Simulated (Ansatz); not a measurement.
# Si4W2F: the cost of one run

Program: Ansatz 0.2.0. Level of theory: DFT PBE, scalar-relativistic, plane waves, PAW. These are calculated values, not measurements.

2 further runs of the same task are left out: 2 set aside as unsound or not needed. Runs told in other sessions of the task aren't counted.

### Step 1. The structure to begin with

The structure is tetragonal, space group I4/mmm (No. 139). Conventional cell: a = 3.229 Å, b = 3.229 Å, c = 7.867 Å, α = 90.00°, β = 90.00°, γ = 90.00°. Around Si (site symmetry 4mm) lie 5 Si at 2.60 to 2.64 Å and 5 W at 2.63 Å. Around W (site symmetry 4/mmm) lie 10 Si at 2.63 Å.

Structure file:

```
Si W
1.0
    -1.61465    1.61465    3.93361
     1.61465   -1.61465    3.93361
     1.61465    1.61465   -3.93361
Si W
2 1
Cartesian
  0.0000 0.0000 2.6322
  0.0000 0.0000 5.2351
  0.0000 0.0000 0.0000
```

This cell was relaxed beforehand with the same method: volume 13.67 Å³/atom, gap on the mesh none (metal).

### Step 3. Plan of the scan

Atoms count from 1 in the order of the input.

F is moved along a line over the surface and along the normal, above a rigid substrate.

The axes are (1) position of F7 along the diagonal of the surface cell, from above Si6: 8 values from 0.00 to 4.00 Å, periodic; (2) height of F7 above the plane of Si6: 8 values from 0.41 to 3.43 Å.

Nothing else is relaxed. Points are written as (first, second).

(The set-up runs are not shown.)

### Step 4. Point (1.71 Å, 0.41 Å)

input.yaml

```yaml
crystal:
  lattice:
    - [3.2292919633, 0.0, 0.0]
    - [0.0, 3.2292919633, 0.0]
    - [0.0, 0.0, 23.4372962574]
  atoms:
    - { symbol: Si, position: [0.0, 0.0, 0.1706681503] }
    - { symbol: W, position: [0.5, 0.5, 0.2261973588] }
    - { symbol: Si, position: [0.0, 0.0, 0.2817265674] }
    - { symbol: Si, position: [0.5, 0.5, 0.3360338627] }
    - { symbol: W, position: [0.0, 0.0, 0.3910963498] }
    - { symbol: Si, position: [0.5, 0.5, 0.4453285116] }
    - { symbol: F, position: [0.875, 0.875, 0.462821997], spin: 1.0 }
basis:
  ecutwfc: 420
kpoints:
  mp_grid: { grid: [8, 8, 1] }
hamiltonian:
  xc: pbe
  pseudopotentials: { kind: paw, azcp: { folder: soft_1 } }
scf:
  occupations: { method: gaussian, width: 0.1 }
output:
  forces: true
  eigenvalues: true
  populations: true
magnetization:
  spin_polarized: true
efield:
  axis: 3
  dipole_correction: true
  ramp_width: 0.04
```

Run with:

```console
> ansatz run input.yaml --threads 1 --pin off --max-ram 3072MiB --backend cpu --events-out ev --progress --plain --runs-dir out
```

What time and memory should one allow on 1 thread of AMD EPYC 7R43 (Zen 3), shared host?

About 2.6 min, with a peak of 0.62 GiB.
